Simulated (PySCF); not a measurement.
# Si4H8O: magnetic properties

Programs: PySCF 2.14.0, with routines of our own; each step states its level. All values are computed. Atoms count from 0.

## Step 1: The starting structure

13 atoms, charge 0, multiplicity 1; geometry from: GFN2-xTB.

## Step 2: Optimising the geometry at PBE0-D3(BJ)/def2-SVP

What the job is given:

```
{"job": {"xc": "PBE0", "basis": "def2-SVP", "d3": "d3bj", "grid": 1, "kind": "geom"}, "charge": 0, "multiplicity": 1}
O      0.260832    -2.195658     1.187496
Si     1.000999    -0.887273     0.526359
Si     0.022487     1.142087     1.219151
Si    -1.069715     1.290392    -0.866433
Si     0.017410    -0.675322    -1.593329
H      0.394477    -2.457764     2.093675
H      2.447620    -1.081531     0.741546
H      0.962199     2.233251     1.518349
H     -0.828342     1.124728     2.421423
H     -2.539138     1.236299    -0.817029
H     -0.828490     2.508264    -1.655067
H      0.978516    -0.470499    -2.690344
H     -0.823243    -1.766488    -2.103524
```

The run is started by

```sh
$ OMP_NUM_THREADS=1 python excited_run.py task.json out
```

This one command runs all jobs of the session in turn.

**Question.** How long does this first job take on 1 thread of Arm Neoverse V1, shared host, and how much memory does it need?

About 23 s, with a peak of 0.56 GiB.
